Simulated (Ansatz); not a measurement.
**GaNH₂ (singlet): from Hartree-Fock to the top rungs, cc-pVTZ**

Aim: climb from Hartree-Fock through coupled cluster for GaNH₂ (singlet) at one geometry and basis, and see what each rung misses.

Method: cc-pVTZ, core rule «outside noble gas», up to 15 orbitals frozen; program: Ansatz 0.2.0, Gaussian basis.

The runs, in order: UHF; CCSD(T) on RHF; BCCD(T) on RHF; CCSDT(Q) on RHF.

13 further runs of the same task are left out: 8 for a known fault of the program, 5 set aside as unsound or not needed.

### 1 What is computed

The geometry is a PBE0/def2-TZVP stationary point (not a proven minimum) of the parent state, kept for this charge and spin. No spin-orbit coupling is included. The filled d shell of Ga may be among the frozen orbitals whatever the setting's name suggests; the logs give the count.

4 atoms, charge 0, spin multiplicity 1.

Atoms are counted from 1 here; the program's logs count them from 0.

Bond lengths: N1–Ga2 1.886 Å, N1–H3 1.014 Å, N1–H4 1.014 Å. Angles: Ga2–N1–H3 111.5°, Ga2–N1–H4 111.5°, H3–N1–H4 109.1°.

### 2 UHF

in.yaml reads:

```yaml
crystal:
  periodic: [false, false, false]
  atoms:
    - {symbol: N, position_ang: [-0.104201, 0.000000, 1.521268]}
    - {symbol: Ga, position_ang: [0.011438, 0.000000, -0.361116]}
    - {symbol: H, position_ang: [0.328389, -0.826162, 1.919816]}
    - {symbol: H, position_ang: [0.328389, 0.826162, 1.919816]}
basis:
  gaussian: {orbitals: cc-pVTZ}
magnetization: {spin_polarized: true, initial_magnetization: 0}
hamiltonian: {xc: hf}
output: {orbitals: {seedname: orbitals}}
```

Run with:

```console
ansatz run in.yaml --threads 1 --pin off --events-out ev --progress --plain --max-ram 4096MiB --backend cpu
```

After this run come: CCSD(T) on RHF; BCCD(T) on RHF; CCSDT(Q) on RHF.

Q: Predict the results of all the runs planned. Wanted: RCCSDT(Q) below the RHF energy; RMP2 from RCCSDT(Q); RCCSD from RCCSDT(Q); RCCSD(T) from RCCSDT(Q); T1 diagnostic.

**Answer**, as computed:

| quantity | value |
| --- | --- |
| RCCSDT(Q) below the RHF energy | -8.3331 eV |
| RMP2 from RCCSDT(Q) | +785.2 meV |
| RCCSD from RCCSDT(Q) | +337.6 meV |
| RCCSD(T) from RCCSDT(Q) | +27.1 meV |
| levels within 1 kcal/mol (43 meV) | RCCSD(T), BCCD(T), RCCSDT |
| T1 diagnostic | 0.015 |

**Reading.** RCCSD(T) misses by +27.1 meV, 0.3 % of the correlation energy. These misses are within one basis, not against nature.
